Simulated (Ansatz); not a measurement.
# ZrN (sextet): the correlation ladder, def2-TZVPP

An exercise on one series of results from a longer session: the logs are not shown, and one member is left open.

Computed with Ansatz 0.2.0, Gaussian basis. Level: def2-TZVPP, core rule «outside noble gas», up to 5 orbitals frozen.

To be run: UHF; ROHF; CCSD(T) on UHF.

### The system

The geometry is a PBE0/def2-TZVP stationary point (not a proven minimum) of the parent state, kept for this charge and spin. No spin-orbit coupling is included. Elements past krypton take def2 core potentials.

2 atoms, charge 0, spin multiplicity 6.

Atoms are counted from 1 here; the program's logs count them from 0.

Bond lengths: Zr1–N2 1.771 Å.

Set-up of the first run:

The input, in.yaml:

```yaml
crystal:
  periodic: [false, false, false]
  atoms:
    - {symbol: Zr, position_ang: [0.000000, 0.000000, 0.000000]}
    - {symbol: N, position_ang: [0.000000, 0.000000, 1.771293]}
basis:
  gaussian: {orbitals: def2-TZVPP}
magnetization: {spin_polarized: true, initial_magnetization: 5}
hamiltonian: {xc: hf}
output: {orbitals: {seedname: orbitals}}
```

On the command line:

```
$ ansatz run in.yaml --threads 1 --pin off --events-out ev --progress --plain --max-ram 2816MiB --backend cpu
```

Among the steps run: UHF; ROHF; CCSD(T) on UHF.

One table of the session follows, with a row left open; its other results are not shown here.

It belongs to the step «Misses and costs». 

| method | from UCCSD(T) (meV) |
| --- | --- |
| ROHF | +5956.2 |
| UHF | ? |
| UMP2 | +850.6 |
| UCCSD | +242.1 |
| UCCSD(T) | 0 |

Q: Estimate the row for UHF from the others.

**Answer.** from UCCSD(T) (meV): +5717.5. In the column «from UCCSD(T) (meV)» it lies between UMP2 (+850.6) and ROHF (+5956.2).

Limits of these values: Warnings: coupled cluster took another determinant than the lowest.
